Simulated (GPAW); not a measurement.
VGe3, 8 atoms in the cell. It takes space group Pm-3n (No. 223, cubic). The conventional cell has a = 4.768 Å, b = 4.768 Å, c = 4.768 Å, α = 90.00°, β = 90.00°, γ = 90.00°. Around Ge (site symmetry -4m2) lie 2 Ge at 2.38 Å and 4 V at 2.67 Å. Around V (site symmetry m-3) lie 12 Ge at 2.67 Å. 

* Program: GPAW 26.7.0
* Task: band structure
* Functional: PBEsol
* Potentials or basis: PAW data sets generated in the run's folder for this functional
* Cutoff: 600 eV
* Basis: pw
* k mesh: 5 × 5 × 5
* Occupations: fermi-dirac, width 0.05 eV
* Spin: collinear spin, ferromagnetic start
* Starting moments: [0.0, 0.0, 0.0, 0.0, 0.0, 0.0, 2.0, 2.0] μB
* Hubbard terms: V d U = 6 eV
* Maxiter: 150
* Band path: GXMGRX,MR
* Band points: 100

Potentials or basis: PAW data sets generated in the run's folder for this functional, pw.

The run is started by

```console
$ gpaw-setup -f PBEsol Ge V
$ OMP_NUM_THREADS=1 python run.py
```

Hardware: 1 thread of AMD EPYC 9R45 96-Core Processor (Zen 5) (shared host).

Question: How long does it take, and how much memory?

Answer: Wall time 4.5 min on 1 thread of AMD EPYC 9R45 96-Core Processor (Zen 5) (shared host), peak memory 1.2 GiB. Counts: scf iterations 22, plane waves 3695, bands 47, k points 11.
